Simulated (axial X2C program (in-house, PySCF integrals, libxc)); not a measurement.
**As₂⁺: EOM-IP-CCSD levels**

Aim: EOM-IP-CCSD levels of As₂⁺, with spin–orbit coupling in the Hamiltonian from the start.

Method: two-component X2C with atomic mean-field terms, As dyall-cv3z; program: an in-house X2C program for linear molecules on PySCF integrals.

All values are calculated.

## (1) Set-up

task.json reads:

```json
{"zs": [33, 33], "q": 1, "bas": ["dyall-cv3z", "dyall-cv3z"], "r0": 2.42, "eom": "ip", "rq": 0, "thr": -2.0, "nmax": 95, "grid": [1, 0.96, 1.045, 0.92, 1.09, 1.15]}
```

Keys: zs atomic numbers; q charge; bas basis sets; r0 starting distance in Å; eom kind of EOM run; thr threshold in hartree for freezing inner shells (an s shell follows its p shell); nmax most natural virtual spinors; grid distances as factors.

Command:

```
$ python soeom.py task.json out
```

Further steps of the session: EOM-IP-CCSD at 2.085 Å.

**Question.** What will these runs give? Wanted: next root led by one particle; T1 of the reference.

As calculated:

| quantity | value |
| --- | --- |
| lowest root at 2.085 Å | Ω = 3/2, 9.808 eV |
| next root led by one particle | Ω = 1/2, about 1340 cm⁻¹ higher |
| T1 of the reference | 0.017 |

**Reading.** Removing an electron from the reference determinant of As₂ costs 9.81 eV and empties a spinor of 94% As pπ. Errors of 0.1 to 0.3 eV are usual at this size, and roots led by higher excitations are left out, so the list is incomplete, and low states of that kind can be missing. g and u states are not told apart.
